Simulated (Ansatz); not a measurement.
# B3LYP/6-31G(d) (spherical functions) run of C5H10O (tetrahydropyran)

What is the electronic atomisation energy of C5H10O (tetrahydropyran) at B3LYP/6-31G* (spherical functions)? 

The calculation is run with Ansatz 0.2.0.

10 further runs of the same task are left out: 10 set aside as unsound or not needed.

## (1) Starting point

The species is C5H10O (16 atoms), meant as a singlet with charge 0. As SMILES, `C1CCOCC1`. Geometry: relaxed at PBE0-D4/def2-TZVP. This is one conformer, not always the lowest.

Bond lengths: C1–C2 1.523 Å, C2–C3 1.518 Å, C3–O4 1.409 Å, O4–C5 1.409 Å, C1–C6 1.523 Å, C5–C6 1.518 Å, C1–H7 1.097 Å, C1–H8 1.093 Å, C2–H9 1.094 Å, C2–H10 1.095 Å, C3–H11 1.103 Å, C3–H12 1.092 Å, C5–H13 1.103 Å, C5–H14 1.092 Å, C6–H15 1.094 Å, C6–H16 1.095 Å. Some angles: C1–C2–C3 110.1°, C2–C1–C6 109.9°, C2–C3–O4 111.9°, C3–O4–C5 111.9°, O4–C5–C6 111.9°, C1–C6–C5 110.1°, C1–C2–H9 111.1°, C1–C2–H10 109.8°, C3–C2–H9 109.6°, C3–C2–H10 108.8°.

## (2) The energy at B3LYP/6-31G(d) (spherical functions)

File run.yaml:

```yaml
basis:
  gaussian: {orbitals: 6-31G_st_-spherical.json}
crystal:
  periodic: [false, false, false]
  atoms:
    - {symbol: C, position_ang: [-0.135890, 0.977550, 0.755900]}
    - {symbol: C, position_ang: [-1.307710, 0.402510, -0.028210]}
    - {symbol: C, position_ang: [-1.037740, -1.048650, -0.381040]}
    - {symbol: O, position_ang: [0.169440, -1.202150, -1.092230]}
    - {symbol: C, position_ang: [1.278580, -0.752330, -0.347840]}
    - {symbol: C, position_ang: [1.164570, 0.718780, 0.007220]}
    - {symbol: H, position_ang: [-0.088090, 0.493660, 1.739630]}
    - {symbol: H, position_ang: [-0.275260, 2.046560, 0.938130]}
    - {symbol: H, position_ang: [-2.238200, 0.474570, 0.543310]}
    - {symbol: H, position_ang: [-1.449450, 0.969920, -0.954400]}
    - {symbol: H, position_ang: [-1.003230, -1.654520, 0.540250]}
    - {symbol: H, position_ang: [-1.823930, -1.456200, -1.019980]}
    - {symbol: H, position_ang: [1.371700, -1.350700, 0.574290]}
    - {symbol: H, position_ang: [2.159730, -0.946580, -0.962880]}
    - {symbol: H, position_ang: [2.030470, 1.020640, 0.604490]}
    - {symbol: H, position_ang: [1.185000, 1.306940, -0.916650]}
hamiltonian: {xc: {name: B3LYP}}
accuracy: high
output: {orbitals: {seedname: orbitals}}
```

The basis set 6-31G* is read from a file made from the Basis Set Exchange's data (not shown).

Run with:

```console
$ ansatz run run.yaml --threads 4 --pin off --max-ram 12180MiB --events-out events.jsonl --progress --plain --runs-dir runs
```

What it wrote:

```text
Warning: RAYON_NUM_THREADS=4 ignored (pool sized by the plan → 4); use --threads N
Functional definition: B3LYP
  name "B3LYP"
  parameter a0 = 0.2
  parameter ax = 0.72
  parameter ac = 0.81
  exchange = (1 - a0 - ax)*slater_x + ax*b88_x + a0*exact_x
  correlation = (1 - ac)*vwn_rpa_c + ac*lyp_c
2726 factors; integrals over basis functions are off by at most 3.5e-9 eV
mean field evaluation 1: about -7387.0546 eV, gradient 5.7e1 eV
mean field evaluation 2: about -7383.1511 eV, gradient 7.1e1 eV
mean field evaluation 4: about -7394.7532 eV, gradient 3.1e0 eV
mean field evaluation 8: about -7395.1121 eV, gradient 1.8e-1 eV
mean field evaluation 16: about -7395.1122 eV, gradient 3.8e-5 eV
mean field -7395.11219664 eV, -271.7653606395 hartree, gradient 1.5e-8 eV, S^2 0.000000; 0 other end points of the search recorded, 0 dependent functions left out
reference -7395.11223571 eV, -271.7653620752 hartree; 24, 24 occupied and 80, 80 virtual orbitals, 2726 factors
Total energy: -7395.11223571 eV, -271.7653620752 hartree
```

It took 4.5 s on 4 threads of Arm Neoverse V1, shared host; peak memory 0.48 GiB.

## (3) The C atom

File input.yaml:

```yaml
crystal:
  periodic: [false, false, false]
  atoms:
    - symbol: C
      position_ang: [0.000000, 0.000000, 0.000000]
basis:
  gaussian:
    orbitals: 6-31G_st_-spherical.json
magnetization:
  spin_polarized: true
  initial_magnetization: 2
hamiltonian:
  xc: {name: B3LYP}
accuracy: high
```

The basis set 6-31G* is read from a file made from the Basis Set Exchange's data (not shown).

Run the same way, it converges to -37.84469 Eh (log not shown).

## (4) The H atom

File molecule.yaml:

```yaml
crystal:
  periodic: [false, false, false]
  atoms:
    - {symbol: H, position_ang: [0.000000, 0.000000, 0.000000]}
basis:
  gaussian: {orbitals: "6-31G*"}
magnetization: {spin_polarized: true, initial_magnetization: 1}
hamiltonian: {xc: {name: B3LYP}}
accuracy: high
```

Run the same way, it converges to -0.50027 Eh (log not shown).

## (5) The O atom

File job.yaml:

```yaml
crystal:
  periodic: [false, false, false]
  atoms:
    - {symbol: O, position_ang: [0.000000, 0.000000, 0.000000]}
basis:
  gaussian: {orbitals: 6-31G_st_-spherical.json}
accuracy: high
hamiltonian: {xc: {name: B3LYP}}
magnetization: {spin_polarized: true, initial_magnetization: 2}
```

The basis set 6-31G* is read from a file made from the Basis Set Exchange's data (not shown).

Run with:

```console
$ ansatz run job.yaml --threads 4 --pin off --max-ram 12180MiB --events-out events.jsonl --progress --plain --runs-dir runs
```

What it wrote, shortened:

```text
Warning: RAYON_NUM_THREADS=4 ignored (pool sized by the plan → 4); use --threads N
[... 7 set-up lines as earlier in the session ...]
96 factors; integrals over basis functions are off by at most 1.3e-9 eV
mean field evaluation 1: about -2042.3583 eV, gradient 5.4e0 eV
mean field evaluation 2: about -2042.4299 eV, gradient 3.3e0 eV
mean field evaluation 4: about -2042.4706 eV, gradient 1.8e-2 eV
mean field evaluation 8: about -2042.4704 eV, gradient 1.5e-4 eV
mean field -2042.47041935 eV, -75.0594034748 hartree, gradient 7.8e-10 eV, S^2 2.002219; 0 other end points of the search recorded, 0 dependent functions left out
reference -2042.47043006 eV, -75.0594038687 hartree; 5, 3 occupied and 9, 11 virtual orbitals, 96 factors
Total energy: -2042.47043006 eV, -75.0594038687 hartree
```

Run time: 0.14 s. Hardware: 4 threads of Arm Neoverse V1, shared host.

## (6) Results

At B3LYP/6-31G* (spherical functions):

```
                     quantity          value
       molecule: total energy  -271.76536 Eh
        molecule: HOMO energy       -6.60 eV
        molecule: LUMO energy        2.48 eV
      molecule: HOMO–LUMO gap        9.08 eV
         C atom: total energy   -37.84469 Eh
                 C atom: ⟨S²⟩          2.002
         H atom: total energy    -0.50027 Eh
                 H atom: ⟨S²⟩          0.750
         O atom: total energy   -75.05940 Eh
                 O atom: ⟨S²⟩          2.002
electronic atomisation energy      67.478 eV
```

**Reading.** Taking the molecule apart into free atoms costs 67.48 eV (1556 kcal/mol), before zero-point energy and without spin-orbit coupling.
